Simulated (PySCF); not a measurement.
# CoF₂: structure of the doublet

Aim: relax CoF₂ as a doublet from a bent start, check by its vibrations whether the end is a minimum, and collect its spectrum and constants.

The runs use PySCF 2.14.0; BP86, basis Co def2-TZVP, F def2-TZVP, no relativity, density fitting.

## (1) Where the work starts

3 atoms, charge 0, spin multiplicity 2.

Bond lengths: Co1–F2 1.750 Å, Co1–F3 1.750 Å. Angles: F2–Co1–F3 110.0°.

Z-matrix (Å, degrees; charge 0 multiplicity 2):
```
Co
F  1 1.7500
F  1 1.7500 2 110.00
```

## (2) Bent start, doublet: relaxation

The steps below are one call of a driver around PySCF. For each, scf.py gives the equivalent set-up of the SCF; relaxations use the driver's own optimiser. Before each start the driver seeks the lowest SCF state from one or more starting densities and follows internal instabilities, so scf.py alone need not reach the same state.

The program finds C2v symmetry in the start, which this walk keeps.

File scf.py:

```python
from pyscf import gto, scf, dft
mol = gto.M(atom='''
Co     0.000000     0.000000    -0.393492
F      1.433500    -0.000000     0.610308
F     -1.433500     0.000000     0.610308''',
    basis={'Co': 'def2-TZVP', 'F': 'def2-TZVP'},
    charge=0, spin=1)
mf = dft.UKS(mol, xc='B88,P86')
mf.grids.atom_grid = (50, 194)
aux = {'Co': 'def2-universal-JKFIT', 'F': 'def2-universal-JKFIT'}
mf = mf.density_fit(auxbasis=aux)
mf.kernel()
```

Steps of the walk:

```csv
step,energy (Eh),change (kJ/mol),largest symmetric gradient (Eh/bohr)
0,-1582.776029,0.00,0.03172
1,-1582.781751,-15.02,0.02368
2,-1582.797929,-57.50,0.01618
3,-1582.801944,-68.04,0.01792
4,-1582.803861,-73.07,0.01969
5,-1582.806940,-81.16,0.00375
6,-1582.807221,-81.89,0.00171
7,-1582.807233,-81.93,0.00034
8,-1582.807234,-81.93,0.00001
```

The walk ran for 83 s (4 threads, shared host).

It settles in D∞h symmetry, 81.9 kJ/mol below the start, after 8 steps: Co–F 1.718 Å (×2); F–Co–F 180.0°.

## (3) Is it a minimum? Harmonic modes

The point is checked on the finer grid, and tightened if its gradient asks for it. The Hessian and the dipole derivatives come from central differences of analytic gradients, with steps of 0.01 bohr.

Changes to scf.py since step 2:

```diff
@@ -3,3 +3,3 @@
-Co     0.000000     0.000000    -0.393492
-F      1.433500    -0.000000     0.610308
-F     -1.433500     0.000000     0.610308''',
+Co     0.000000     0.000000     0.000000
+F      1.717708     0.000000     0.000000
+F     -1.717708     0.000000     0.000000''',
@@ -9 +9 @@
-mf.grids.atom_grid = (50, 194)
+mf.grids.atom_grid = (75, 302)
```

This SCF starts from the last density.

Log of the central SCF (cycles and frontier levels):

```text
init E= -1582.80706828901
[... the frontier-level lines of each cycle are left out ...]
cycle= 1 E= -1582.80706828546  delta_E= 3.55e-09  |g|= 0.000126  |ddm|= 6.75e-05
cycle= 2 E= -1582.80706817724  delta_E= 1.08e-07  |g|= 0.000677  |ddm|= 0.000291
cycle= 3 E= -1582.80706828951  delta_E= -1.12e-07  |g|= 5.7e-06  |ddm|= 0.000243
cycle= 4 E= -1582.80706828955  delta_E= -4.12e-11  |g|= 4.33e-06  |ddm|= 1.02e-05
Extra cycle  E= -1582.80706828967  delta_E= -1.18e-10  |g|= 6.26e-06  |ddm|= 3.31e-05
converged SCF energy = -1582.80706828967  <S^2> = 1.7534543  2S+1 = 2.8308686
```

The whole step took 40 s.

Geometry: D∞h; Co–F 1.718 Å (×2); F–Co–F 180.0°.

Harmonic modes (main isotopes):

```json
{"ω (cm⁻¹)": "156", "IR (km/mol)": "22.2", "type": "bend"}
{"ω (cm⁻¹)": "156", "IR (km/mol)": "22.2", "type": "bend"}
{"ω (cm⁻¹)": "599", "IR (km/mol)": "0.0", "type": "stretch"}
{"ω (cm⁻¹)": "764", "IR (km/mol)": "188", "type": "stretch"}
```

No imaginary mode, so this is a minimum.

Here the density breaks the symmetry of the frame, and no labels are given; pairs that should be degenerate can split.

Properties at this point:

| Quantity | Value |
| --- | --- |
| Dipole moment | 0.00 D |
| Highest occupied level | -6.54 eV |
| Lowest empty level | -6.45 eV |
| Rotational constants | 0.1504 cm⁻¹ |
| Zero-point energy | 10.0 kJ/mol |
| Principal polarisabilities | 16.7, 16.7, 37.5 bohr³ |
| Atomisation energy without zero-point energy | 967 kJ/mol |
| Principal traceless quadrupole moments about the centre of mass | -9.91, 4.95, 4.96 D Å |
| Entropy at 298.15 K and 1 bar (electronic part: spin only) | 259.0 J/(mol K) |
| Heat capacity Cp at 298.15 K | 52.3 J/(mol K) |
| Enthalpy at 298.15 K above 0 K | 12.66 kJ/mol |
| Rotational symmetry number | 2 |
| Spin squared ⟨S²⟩ | 1.753 |

Populations by atom (charges in e):

```
atom  Mulliken  Löwdin  polar tensor  spin (Mulliken)  Mayer order to Co1
 Co1      0.82    0.42          1.19             0.77                   –
F2,3     -0.41   -0.21         -0.59             0.12                0.96
```

Outer orbital energies (eV). α occupied: -10.98, -10.30, -9.94, -9.94, -7.61, -7.61, -6.98, -6.98; empty: -6.45, -1.19, 1.44, 1.45. β occupied: -10.30, -10.25, -10.25, -9.63, -9.63, -7.29, -6.54, -6.54; empty: -5.52, -5.51, -1.52, 0.95.

Mulliken populations on Co1: s 6.40, p 12.20, d 7.58, f 0.00.

## (4) What came out

```
                                          quantity                             value
                                           minimum   broken-symmetry (Ms = 1/2), D∞h
                                          geometry  Co–F 1.718 Å (×2); F–Co–F 180.0°
                                wavenumbers (cm⁻¹)                156, 156, 599, 764
                                     dipole moment                            0.00 D
highest occupied, lowest empty level (either spin)                   -6.54, -6.45 eV
                        polar-tensor charge of Co1                           +1.19 e
                                 zero-point energy                       10.0 kJ/mol
                               entropy at 298.15 K                   259.0 J/(mol K)
         atomisation energy (no zero-point energy)                        967 kJ/mol
                                              ⟨S²⟩                             1.753
```

From C2v at the start the molecule goes to a D∞h minimum. The determinant is spin-contaminated (⟨S²⟩ = 1.75 against 0.75), so it is no pure spin state. In the infrared the band at 764 cm⁻¹ (stretch) leads. The dipole vanishes although Co1 carries +1.2 e by the polar tensor: the bond dipoles cancel. Only this shape and spin were tried, so other structures or states may lie lower. The SCF density has lower symmetry than the nuclear frame. One determinant may miss the lowest occupation of an open d or f shell.

The search up to here took 2.8 min.
